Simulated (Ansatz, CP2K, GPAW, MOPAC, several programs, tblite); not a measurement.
What each method gives for Sn (diamond)

Sn built on the diamond prototype, relaxed with r2SCAN in Ansatz, was computed with several methods. The symmetry is Fd-3m (No. 227, cubic); conventional cell a = 6.569 Å, 35.43 Å³ an atom. Sn is surrounded by 4 Sn at 2.84 Å. (Simulation; spin polarisation is off.)

```
Sn
1.0
     0.00000    3.28446    3.28446
     3.28446    0.00000    3.28446
     3.28446    3.28446    0.00000
Sn
2
Cartesian
  0.0000 0.0000 0.0000
  1.6422 1.6422 1.6422
```

Gaps and times are for a single point on this cell; volume and bulk modulus come from each method's own relaxation or energy curve at fixed shape. Times are rough, from shared hosts (Arm Neoverse V2), and each method has its own mesh and cell size. PM7 (MOPAC): levels, charges or heat of formation failed a check of plausibility, so no values are given. PM7 (MOPAC), GFN1-xTB (tblite), GFN2-xTB (tblite) treat a cluster of cells at its zone centre, which samples few k points: where these miss a band edge, the gap comes out too large for that reason alone. Gaps from k meshes are read at a limited set of points (mesh, symmetry points, PBE's band edges), so each method's own least gap may be somewhat smaller. xTB and the PM methods were fitted mostly to molecules, and can miss a solid's gap by electronvolts. Minimal bases can be far off for gaps. d marks a direct gap, i an indirect one (no mark: not told apart), a dash a value that wasn't computed or didn't pass its checks.

```csv
method,kind,gap (eV),own volume (Å³/atom),bulk modulus (GPa),atoms computed,processor time
light PBE (260 eV and a coarse mesh),light plane-wave,overlap 0.20,–,–,2,0.58 s
PBE,semilocal,overlap 0.16,36.90,36,2,1.4 s
GFN1-xTB (tblite),tight binding,0,34.69,59,64,1.8 s
PBE/single zeta (GPAW),small basis,overlap 0.05,–,–,2,2.5 s
GFN2-xTB (tblite),tight binding,0,34.06,42,64,3.6 s
r2SCAN,semilocal,0,35.43,42,2,3.8 s
PBE/SZV (CP2K),small basis,0,36.60,42,2,5.8 s
PBE/DZVP (CP2K),small basis,overlap 0.12,37.38,35,2,12 s
PM7 (MOPAC),semi-empirical,–,–,–,64,79 s
```

Volumes against r2SCAN's: PBE +4.1 %, GFN1-xTB (tblite) -2.1 %, GFN2-xTB (tblite) -3.9 %, PBE/SZV (CP2K) +3.3 %, PBE/DZVP (CP2K) +5.5 %.

With PBE and r2SCAN the bands overlap or touch, or nearly. Semilocal functionals can close a real gap, so this doesn't show a metal; small gaps of other methods may in turn close between the points read or with spin-orbit coupling, and the solid may be a semimetal.

Spin-orbit coupling is left out, which matters wherever the heavy atoms make up the band edges.
